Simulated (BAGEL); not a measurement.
# C2H6BO− (SMILES [BH3-]OC=C) at HF/STO-3G (density fitting with qzvpp-jkfit)

Aim: the vertical singlet–triplet gap of C2H6BO− at HF/STO-3G (density fitting with qzvpp-jkfit), from 2 runs. 

The results are computed with BAGEL 1.2.2.

2 further runs of the same task are left out: 2 set aside as unsound or not needed.

## 1. Starting point

The species is C2H6BO− (10 atoms), meant as a singlet with charge -1. SMILES: `[BH3-]OC=C`. The shape is that of a GFN2-xTB optimisation. This is one conformer, not always the lowest.

Bond lengths: B1–O2 1.536 Å, O2–C3 1.303 Å, C3–C4 1.337 Å, B1–H5 1.214 Å, B1–H6 1.221 Å, B1–H7 1.221 Å, C3–H8 1.104 Å, C4–H9 1.073 Å, C4–H10 1.080 Å. Some angles: B1–O2–C3 121.2°, O2–C3–C4 131.0°, O2–B1–H5 104.8°, O2–B1–H6 110.2°, O2–B1–H7 110.1°, O2–C3–H8 111.6°, C4–C3–H8 117.4°, C3–C4–H9 121.3°, C3–C4–H10 120.9°, H5–B1–H6 110.5°.

## 2. The energy at HF/STO-3G (density fitting with qzvpp-jkfit)

Contents of job.json:

```json
{ "bagel": [

{
  "title": "molecule",
  "basis": "sto-3g",
  "df_basis": "qzvpp-jkfit",
  "angstrom": true,
  "geometry": [
    { "atom": "B", "xyz": [      -0.922890,       0.848040,      -0.819770 ] },
    { "atom": "O", "xyz": [      -0.829890,      -0.624710,      -0.394460 ] },
    { "atom": "C", "xyz": [       0.146510,      -1.049430,       0.356210 ] },
    { "atom": "C", "xyz": [       1.190030,      -0.403060,       0.885380 ] },
    { "atom": "H", "xyz": [      -1.930450,       0.913000,      -1.492980 ] },
    { "atom": "H", "xyz": [      -1.017630,       1.565000,       0.163410 ] },
    { "atom": "H", "xyz": [       0.055100,       1.157160,      -1.481340 ] },
    { "atom": "H", "xyz": [       0.057670,      -2.129590,       0.567520 ] },
    { "atom": "H", "xyz": [       1.337670,       0.647430,       0.721510 ] },
    { "atom": "H", "xyz": [       1.913870,      -0.923830,       1.494520 ] }
  ]
},

{
  "title": "hf",
  "charge": -1
},

{
  "title": "print",
  "file": "orbitals.molden",
  "orbitals": true
}

]}
```

Run with:

```
$ BAGEL_NUM_THREADS=1 BAGEL job.json > job.out
```

The log of the run:

```text
* using 1 threads per process

  ===============================================================
  ===============================================================

  *** Geometry ***

  { "atom" : "B", "xyz" : [     -1.744009,      1.602563,     -1.549141 ] },
  { "atom" : "O", "xyz" : [     -1.568265,     -1.180531,     -0.745421 ] },
  { "atom" : "C", "xyz" : [      0.276864,     -1.983135,      0.673139 ] },
  { "atom" : "C", "xyz" : [      2.248831,     -0.761673,      1.673126 ] },
  { "atom" : "H", "xyz" : [     -3.648022,      1.725320,     -2.821323 ] },
  { "atom" : "H", "xyz" : [     -1.923042,      2.957421,      0.308800 ] },
  { "atom" : "H", "xyz" : [      0.104124,      2.186715,     -2.799327 ] },
  { "atom" : "H", "xyz" : [      0.108981,     -4.024342,      1.072457 ] },
  { "atom" : "H", "xyz" : [      2.527830,      1.223465,      1.363456 ] },
  { "atom" : "H", "xyz" : [      3.616690,     -1.745786,      2.824233 ] },

  Number of auxiliary basis functions:      410

  Since a DF basis is specified, we compute 2- and 3-index integrals:
    o Being stored without compression. Storage requirement is 0.002 GB

  Number of basis functions:       26
  Number of electrons      :       31

    * METHOD: MOLECULE                             0.12

  *** RHF ***

  === Nuclear Repulsion ===
   111.4142615843

      * DIIS with orbital gradients will be used.

  === RHF iteration (sto-3g) ===
      0       -176.32640680          0.01605609           0.01
      1       -176.38148547          0.00562264           0.01
      2       -176.38735632          0.00130923           0.01
      3       -176.38784955          0.00027287           0.01
      4       -176.38786873          0.00010722           0.01
      5       -176.38787255          0.00002252           0.01
      6       -176.38787277          0.00000341           0.01
      7       -176.38787278          0.00000094           0.01
      8       -176.38787278          0.00000027           0.01
      9       -176.38787278          0.00000010           0.01
     10       -176.38787278          0.00000003           0.01
     11       -176.38787278          0.00000002           0.01
     12       -176.38787278          0.00000000           0.01
    * SCF iteration converged.

    * Permanent dipole moment:
           (   -0.898607,     1.394914,    -0.939125) a.u.

    * METHOD: HF                                   0.18

    * METHOD: PRINT                                0.00

  ===============================================================
```

Wall time 0.4 s (1 thread of Arm Neoverse V1, shared host).

## 3. The triplet

Contents of input.json:

```json
{ "bagel" : [

{
  "title" : "molecule",
  "basis" : "sto-3g",
  "df_basis" : "qzvpp-jkfit",
  "angstrom" : true,
  "geometry" : [
    { "atom" : "B", "xyz" : [      -0.922890,       0.848040,      -0.819770 ] },
    { "atom" : "O", "xyz" : [      -0.829890,      -0.624710,      -0.394460 ] },
    { "atom" : "C", "xyz" : [       0.146510,      -1.049430,       0.356210 ] },
    { "atom" : "C", "xyz" : [       1.190030,      -0.403060,       0.885380 ] },
    { "atom" : "H", "xyz" : [      -1.930450,       0.913000,      -1.492980 ] },
    { "atom" : "H", "xyz" : [      -1.017630,       1.565000,       0.163410 ] },
    { "atom" : "H", "xyz" : [       0.055100,       1.157160,      -1.481340 ] },
    { "atom" : "H", "xyz" : [       0.057670,      -2.129590,       0.567520 ] },
    { "atom" : "H", "xyz" : [       1.337670,       0.647430,       0.721510 ] },
    { "atom" : "H", "xyz" : [       1.913870,      -0.923830,       1.494520 ] }
  ]
},

{
  "title" : "uhf",
  "charge" : -1,
  "nopen" : 2
},

{
  "title" : "print",
  "file" : "orbitals.molden",
  "orbitals" : true
}

]}
```

Run with:

```
$ BAGEL_NUM_THREADS=1 BAGEL input.json > input.out
```

The log of the run:

```text
* using 1 threads per process

  ===============================================================
  ===============================================================

  *** Geometry ***

  { "atom" : "B", "xyz" : [     -1.744009,      1.602563,     -1.549141 ] },
  { "atom" : "O", "xyz" : [     -1.568265,     -1.180531,     -0.745421 ] },
  { "atom" : "C", "xyz" : [      0.276864,     -1.983135,      0.673139 ] },
  { "atom" : "C", "xyz" : [      2.248831,     -0.761673,      1.673126 ] },
  { "atom" : "H", "xyz" : [     -3.648022,      1.725320,     -2.821323 ] },
  { "atom" : "H", "xyz" : [     -1.923042,      2.957421,      0.308800 ] },
  { "atom" : "H", "xyz" : [      0.104124,      2.186715,     -2.799327 ] },
  { "atom" : "H", "xyz" : [      0.108981,     -4.024342,      1.072457 ] },
  { "atom" : "H", "xyz" : [      2.527830,      1.223465,      1.363456 ] },
  { "atom" : "H", "xyz" : [      3.616690,     -1.745786,      2.824233 ] },

  Number of auxiliary basis functions:      410

  Since a DF basis is specified, we compute 2- and 3-index integrals:
    o Being stored without compression. Storage requirement is 0.002 GB

  Number of basis functions:       26
  Number of electrons      :       31

    * METHOD: MOLECULE                             0.12

  *** Open-shell HF ***

  === Nuclear Repulsion ===
   111.4142615843

      * DIIS with orbital gradients will be used.

  === UHF iteration (sto-3g) ===
      0       -176.20388892          0.02610819           0.02
      1       -176.25177012          0.00834177           0.02
      2       -176.25660919          0.00262574           0.02
      3       -176.25741881          0.00114189           0.02
      4       -176.25775179          0.00061938           0.02
      5       -176.25795915          0.00031691           0.02
      6       -176.25800828          0.00006727           0.02
      7       -176.25802183          0.00001452           0.02
      8       -176.25802675          0.00000600           0.02
      9       -176.25802821          0.00000144           0.02
     10       -176.25802846          0.00000051           0.02
     11       -176.25802850          0.00000013           0.02
     12       -176.25802850          0.00000004           0.02
     13       -176.25802850          0.00000003           0.02
     14       -176.25802850          0.00000002           0.02
     15       -176.25802850          0.00000001           0.02
    * SCF iteration converged.

    * S^2 (UHF) is 2.0150

    * Permanent dipole moment:
           (   -1.010230,     0.974381,    -0.908791) a.u.

    * METHOD: UHF                                  0.31

    * METHOD: PRINT                                0.00

  ===============================================================
```

Run time: 0.54 s. Hardware: 1 thread of Arm Neoverse V1, shared host.

## 4. Results

Level: HF/STO-3G (density fitting with qzvpp-jkfit).

| quantity | value |
| --- | --- |
| singlet: total energy | -176.38787 Eh |
| singlet: HOMO energy | -0.47 eV |
| singlet: LUMO energy | 15.13 eV |
| singlet: HOMO–LUMO gap (to an unbound level, set by the basis) | 15.60 eV |
| triplet: total energy | -176.25803 Eh |
| triplet: ⟨S²⟩ | 2.015 |
| vertical energy of the triplet above the singlet | 3.533 eV |

What this shows: At this shape the triplet lies 3.53 eV (341 kJ/mol) above the singlet. For an anion a state so high probably lies above electron detachment. In a minimal basis such a difference can be off by several eV, whatever the method.
